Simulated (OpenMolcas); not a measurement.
# Cr⁴⁺ among point charges: CASSCF and CASPT2 levels and susceptibility

Aim: the splitting of the states of Cr⁴⁺ in the field of 6 point charges, its lowest levels with spin-orbit coupling and its magnetic susceptibility.

Method: state-averaged CASSCF and CASPT2, spin-orbit coupling by RASSI with atomic mean-field integrals. Code: OpenMolcas 26.06.

**1. What is computed**

| Item | Value |
| --- | --- |
| Species | Cr⁴⁺ (chromium, Z = 24, 20 electrons) |
| Basis | ANO-RCC-VDZP [5s4p2d1f], 34 functions |
| Scalar Hamiltonian | DKH2, point nucleus |
| Inactive shells | 1s 2s 2p 3s 3p |
| Active space | 2 electrons in 5 orbitals (3d) |
| Some configurations of this space | 3d2 |
| Orbitals | optimised for each spin and parity, averaged over all roots |

The outer shells:

3d2
```
3d [↑ ][↑ ][  ][  ][  ]
```

The ion sits among 6 point charges of -2 e arranged as an octahedron (Oh), 1.68 Å from the ion.

Each step is its own input file, run in one work folder so that later steps find the files of earlier ones. Labels, J, g values, rates, χT and fits are worked out afterwards by a script from the matrices that RASSI stores. The input lists half of the charges; inversion (Group=XYZ) makes the rest.

**2. Basis and integrals**

Input file a.inp:

```
&GATEWAY
Coord
1

Cr 0.0 0.0 0.0
Basis=ANO-RCC-VDZP
Group=XYZ
NoMove
AngMom=0.0 0.0 0.0
AMFI
XField
3 Angstrom 0
1.680000 0.000000 0.000000 -2.000000
0.000000 1.680000 0.000000 -2.000000
0.000000 0.000000 1.680000 -2.000000
&SEWARD
```

Command:

```
$ OMP_NUM_THREADS=1 MOLCAS_MEM=1689 MOLCAS_PROJECT=a pymolcas a.inp > a.log
```

**3. CASSCF: triplets of even parity, 10 roots**

Input file a.inp:

```
&RASSCF
FileOrb=start.orb
Symmetry=1
Spin=3
nActEl=2 0 0
Inactive=3 6
Ras2=5 0
CIRoot=10 10 1
SDav=10
CIMx=300
Iter=120 100
PrWF=0.3
OrbListing=Nothing
MaxOrb=0
>>> COPY $Project.JobIph JOB001
```

start.orb holds the contracted functions of the basis, ordered by shell, or the orbitals of the step before.

**4. CASSCF: singlets of even parity, 15 roots**

Input file a.inp:

```
&RASSCF
FileOrb=start.orb
Symmetry=1
Spin=1
nActEl=2 0 0
Inactive=3 6
Ras2=5 0
CIRoot=15 15 1
SDav=15
CIMx=300
Iter=120 100
PrWF=0.3
OrbListing=Nothing
MaxOrb=0
>>> COPY $Project.JobIph JOB002
```

**5. State interaction with spin-orbit coupling**

Input file a.inp:

```
&RASSI
NrOfJobIphs=2 10 15
1 2 3 4 5 6 7 8 9 10
1 2 3 4 5 6 7 8 9 10 11 12 13 14 15
IphNames
JOB001
JOB002
EJob
SpinOrbit
DIPRint=1.0
SOCoupling=1000.0
Subsets=2
Property=9
'ANGMOM' 1 'ANGMOM' 2 'ANGMOM' 3 'MLTPL  1' 1 'MLTPL  1' 2 'MLTPL  1' 3
'AMFI' 1 'AMFI' 2 'AMFI' 3
SOProperty=3
'ANGMOM' 1 'ANGMOM' 2 'ANGMOM' 3
```

**6. CASPT2: IPEA 0.25, imaginary shift 0.1 (closed shells correlated: 3s 3p)**

Input file a.inp:

```
>>> COPY JOB001 $Project.JobIph
&CASPT2
Multistate=10 1 2 3 4 5 6 7 8 9 10
NoMult
Frozen=2 3
IPEA=0.25
Imaginary=0.1
MaxIter=60
WThr=0.0 0.3 0.05
PrWF=0.5
NoMix
>>> COPY JOB002 $Project.JobIph
&CASPT2
Multistate=15 1 2 3 4 5 6 7 8 9 10 11 12 13 14 15
NoMult
Frozen=2 3
IPEA=0.25
Imaginary=0.1
MaxIter=60
WThr=0.0 0.3 0.05
PrWF=0.5
NoMix
```

(Steps that only read results are left out.)

Q: Predict the outcome of this session. Wanted: spin-free ground state; first state of the same spin within the active space; lowest level; next level.

The runs gave:

| quantity | value |
| --- | --- |
| method | SS-CASPT2, IPEA 0.25, imaginary shift 0.1 (closed shells correlated: 3s 3p) |
| spin-free ground state | 3T1, 3-fold in its orbital part |
| first state of the same spin within the active space | 3T2 at 6540 cm⁻¹ |
| lowest level | 2-fold E, g = 0.00, 0.00, 0.00 |
| next level | 32.5 cm⁻¹ |
| χT at 300 K | 0.63 cm³ K/mol |
| effective moment at 300 K | 2.25 μB |

Cost by method:

| method | time of its own steps | time with the reference |
| --- | --- | --- |
| A. CASSCF | 4.7 s | 4.7 s |
| B. SS-CASPT2, IPEA 0.25, imaginary shift 0.1, +3s 3p | 1.8 s | 6.5 s |

Times are of one thread on a shared host.

The spin-free ground state (3T1) comes to 98 % from free-ion F terms and keeps the highest spin of the shell. χT at 300 K is 0.63, against 1.00 cm³ K/mol for the spin alone, so spin-orbit coupling lowers it. A ligand-field fit to the states below 45000 cm-1 gives 10Dq = 8693 cm-1, B = 1086 cm-1 and C = 4510 cm-1 (C/B = 4.15), with a deviation of 556 cm-1. CASPT2 does not keep the components of a term degenerate, and the means are used. The field of point charges can differ much from that of real complexes. This is an electrostatic model: the charges have no orbitals.
